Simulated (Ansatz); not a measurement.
Here is an Ansatz 0.2.0 calculation.

Contents of input.yaml:

```yaml
crystal:
  lattice:
    - [3.191423, 0.0, 0.0]
    - [0.0, 3.191423, 0.0]
    - [0.0, 0.0, 4.485164]
  atoms:
    - { symbol: Hf, position: [0.0, 0.0, 0.0] }
    - { symbol: Mo, position: [0.5, 0.5, 0.5] }
    - { symbol: C, position: [0.5, 0.5, 0.0] }
    - { symbol: C, position: [0.0, 0.0, 0.5] }
kpoints:
  mp_grid: { grid: [8, 8, 6] }
  band_path:
    path:
      - [0.0, 0.0, 0.0]
      - [0.0, 0.5, 0.0]
      - [0.5, 0.5, 0.0]
      - [0.0, 0.0, 0.0]
      - [0.0, 0.0, 0.5]
      - [0.0, 0.5, 0.5]
      - [0.5, 0.5, 0.5]
      - [0.0, 0.0, 0.5]
    npoints: 12
scf:
  occupations: { method: fermi_dirac, width: 0.05 }
hamiltonian:
  xc: pbesol
  pseudopotentials: { kind: all_electron, lapw: { basis_error: 0.002 } }
output:
  forces: true
  stress: true
  eigenvalues: true
```

Potentials or basis: all-electron LAPW, scalar-relativistic.

Run with:

```sh
$ ansatz run input.yaml --threads 2 --pin off --max-ram 8192MiB --backend cpu --events-out ev --progress --plain --runs-dir out
```

Problem. What does it give for the pressure?

Solution. -8.9 GPa.

Problem. Estimate the band gap along the path.

Solution. None (metal or under the smearing width).

Levels at the corners of the path, in eV from the Fermi level:
| point | band 38 | band 39 | band 40 | band 41 | band 42 | band 43 | band 44 | band 45 | band 46 | band 47 |
| --- | --- | --- | --- | --- | --- | --- | --- | --- | --- | --- |
| Γ | -1.37 | -1.37 | -1.19 | -1.19 | -0.42 | -0.40 | 0.14 | 0.17 | 0.17 | 0.42 |
| X | -4.86 | -4.27 | -3.82 | -3.71 | -0.40 | 0.97 | 2.25 | 3.16 | 3.22 | 4.18 |
| M | -3.89 | -3.89 | -1.23 | -1.01 | -1.01 | -0.92 | 1.08 | 1.42 | 2.49 | 4.00 |
| Γ | -1.37 | -1.37 | -1.19 | -1.19 | -0.42 | -0.40 | 0.14 | 0.17 | 0.17 | 0.42 |
| Z | -3.51 | -2.15 | -2.15 | -1.74 | -1.74 | -1.46 | -0.29 | 2.14 | 2.14 | 3.84 |
| R | -5.19 | -5.17 | -4.37 | -4.27 | 1.02 | 1.08 | 1.76 | 4.50 | 5.29 | 5.31 |
| A | -4.34 | -4.21 | -4.21 | -4.21 | 1.13 | 1.13 | 1.42 | 3.07 | 3.07 | 3.58 |
| Z | -3.51 | -2.15 | -2.15 | -1.74 | -1.74 | -1.46 | -0.29 | 2.14 | 2.14 | 3.84 |

Caveat: spin-orbit coupling is left out, which moves the levels of the heavy elements.
